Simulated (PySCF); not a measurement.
# H18N6Ni ([Ni(NH3)6]2+): the cost of one run

Programs: PySCF 2.14.0, with routines of our own; each step states its level. All values are computed. Atoms count from 0.

### Step 1. The starting structure

25 atoms, charge 2, states of the metal's open shell are computed; geometry from: model geometry, bond lengths from ionic radii.

### Step 2. Ligand-field states: state-averaged CASSCF

The job: settings as JSON, then the geometry in Å.

```
{"job": {"kind": "lf", "basis": {"metal": "x2c-TZVPall", "ligand": "x2c-SVPall"}, "nevpt": true}, "charge": 2, "metal": "Ni", "open_shell": "d8"}
Ni     0.000000     0.000000     0.000000
N      0.000000     0.000000     2.120000
H      0.942357     0.000000     2.510337
H     -0.471179     0.816105     2.510337
H     -0.471179    -0.816105     2.510337
N      0.000000     0.000000    -2.120000
H     -0.942357     0.000000    -2.510337
H      0.471179     0.816105    -2.510337
H      0.471179    -0.816105    -2.510337
N      2.120000     0.000000     0.000000
H      2.510337     0.942357     0.000000
H      2.510337    -0.471179     0.816105
H      2.510337    -0.471179    -0.816105
N     -2.120000     0.000000     0.000000
H     -2.510337    -0.942357     0.000000
H     -2.510337     0.471179     0.816105
H     -2.510337     0.471179    -0.816105
N      0.000000     2.120000     0.000000
H      0.000000     2.510337     0.942357
H      0.816105     2.510337    -0.471179
H     -0.816105     2.510337    -0.471179
N     -0.000000    -2.120000     0.000000
H     -0.000000    -2.510337    -0.942357
H      0.816105    -2.510337     0.471179
H     -0.816105    -2.510337     0.471179
```

Level: state-averaged CASSCF of the metal d shell, SC-NEVPT2 on the averaged canonical orbitals, state-interaction spin-orbit coupling.

Command:

```console
OMP_NUM_THREADS=1 python lf_run.py task.json out
```

The driver reads the jobs from task.json and runs them one after another.

**Question.** How long does this first job take on 1 thread of Arm Neoverse V2, shared host, and how much memory does it need?

About 26 s, with a peak of 0.59 GiB.
